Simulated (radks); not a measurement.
**Hf¹⁰⁺ in [Kr] 4d10 4f12 5s2 5p2: an all-electron calculation**

Aim: the levels, the sizes of the orbitals and the parts of the energy of the hafnium ion Hf10+.

Method: scalar-relativistic Kohn-Sham, PBE, spin-unpolarised, spherical densities, finite nucleus. Code: radks (a radial shooting solver on a logarithmic mesh, Libxc functionals) version 1.

### Step 1. The atom as given

- element: hafnium (Z = 72)
- charge: +10
- electrons: 62
- configuration: [Kr] 4d10 4f12 5s2 5p2
- nuclear rms radius: 5.347 fm

The outer shells:

Hf¹⁰⁺
```
[Kr] core
4d [↑↓][↑↓][↑↓][↑↓][↑↓]
4f [↑↓][↑↓][↑↓][↑↓][↑↓][↑ ][↑ ]
5s [↑↓]
5p [↑ ][↑ ][  ]
```

### Step 2. Self-consistent calculation

Settings of this run:

```text
Z 72
configuration [Kr] 4d10 4f12 5s2 5p2 6s0 5d0 6p0 5f0
relativity scalar-relativistic
functional pbe,pbe
spin unpolarised
nucleus finite rms 5.347 fm
c 137.035999084
```

Started as:

```bash
> python run_ks.py task.json out
```

All runs below come from this command, one after another.

What does the calculation give?

As calculated:

| quantity | value |
| --- | --- |
| total energy | -15045.3260 hartree |
| exchange-correlation share of it | 2.00 % |
| −T/E | 1.0955 |
| highest occupied level | 5p, -187.12 eV |
| most extended occupied level | 5p, <r> = 1.14 bohr |
| radius at density 0.001 e/bohr³ | 2.30 bohr |
| maxima of the radial density | 4 |
| ionisation energy, NIST | 209 (theory) eV |

**Reading.** The radial density shows 4 maxima for 5 occupied principal shells; where shells overlap, one shows as a shoulder or not at all. −T/E is 1.096: with relativity the kinetic term as defined here no longer equals −E. The top level binds by 187.12 eV, 90 % of the NIST ionisation energy of 209 eV; the potential of a semilocal functional falls off too fast, so its top eigenvalue is too shallow. Spin polarisation and multiplet splitting are left out. Spin-orbit splitting is averaged out at the scalar-relativistic level.
